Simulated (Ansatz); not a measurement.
# Nb3Sn: the cost of one run

Computed with Ansatz 0.2.0 (DFT PBE, scalar-relativistic, plane waves, PAW, unless a step's input says otherwise).

## (1) The system as given

Symmetry: Pm-3n, No. 223, cubic system. Conventional cell: a = 5.282 Å, b = 5.282 Å, c = 5.282 Å, α = 90.00°, β = 90.00°, γ = 90.00°. Nb (site symmetry -4m2) is surrounded by 2 Nb at 2.64 Å and 4 Sn at 2.95 Å. Sn (site symmetry m-3) has 12 Nb at 2.95 Å as nearest neighbours.

Structure file:

```cif
data_structure
_symmetry_space_group_name_H-M 'P 1'
_symmetry_Int_Tables_number 1
_cell_length_a 5.2821
_cell_length_b 5.2821
_cell_length_c 5.2821
_cell_angle_alpha 90.000
_cell_angle_beta 90.000
_cell_angle_gamma 90.000
_cell_volume 147.37
loop_
_atom_site_label
_atom_site_type_symbol
_atom_site_fract_x
_atom_site_fract_y
_atom_site_fract_z
_atom_site_occupancy
Nb1 Nb 0.25000 0.00000 0.50000 1
Nb2 Nb 0.50000 0.75000 0.00000 1
Nb3 Nb 0.75000 0.00000 0.50000 1
Nb4 Nb 0.50000 0.25000 0.00000 1
Nb5 Nb 0.00000 0.50000 0.75000 1
Nb6 Nb 0.00000 0.50000 0.25000 1
Sn1 Sn 0.00000 0.00000 0.00000 1
Sn2 Sn 0.50000 0.50000 0.50000 1
```

## (2) At the starting volume

Input file input.yaml:

```yaml
crystal:
  lattice:
    - [5.2821, 0.0, 0.0]
    - [0.0, 5.2821, 0.0]
    - [0.0, 0.0, 5.2821]
  atoms:
    - { symbol: Nb, position: [0.25, 0.0, 0.5] }
    - { symbol: Nb, position: [0.5, 0.75, 0.0] }
    - { symbol: Nb, position: [0.75, 0.0, 0.5] }
    - { symbol: Nb, position: [0.5, 0.25, 0.0] }
    - { symbol: Nb, position: [0.0, 0.5, 0.75] }
    - { symbol: Nb, position: [0.0, 0.5, 0.25] }
    - { symbol: Sn, position: [0.0, 0.0, 0.0] }
    - { symbol: Sn, position: [0.5, 0.5, 0.5] }
basis:
  ecutwfc: 420
  ecutrho_ratio: 4
kpoints:
  mp_grid: { grid: [6, 6, 6] }
hamiltonian:
  xc: pbe
scf:
  occupations: { method: gaussian, width: 0.05 }
output:
  forces: true
  stress: true
  eigenvalues: true
```

Started as:

```bash
$ ansatz run input.yaml --threads 4 --pin off --max-ram 10240MiB --backend cpu --events-out ev --progress --plain --runs-dir out
```

**Question.** How long does this run take on 4 threads of Intel Xeon at 2.50GHz (Skylake/Cascade Lake), shared host, and how much memory does it need?

About 6.1 s, with a peak of 0.62 GiB.
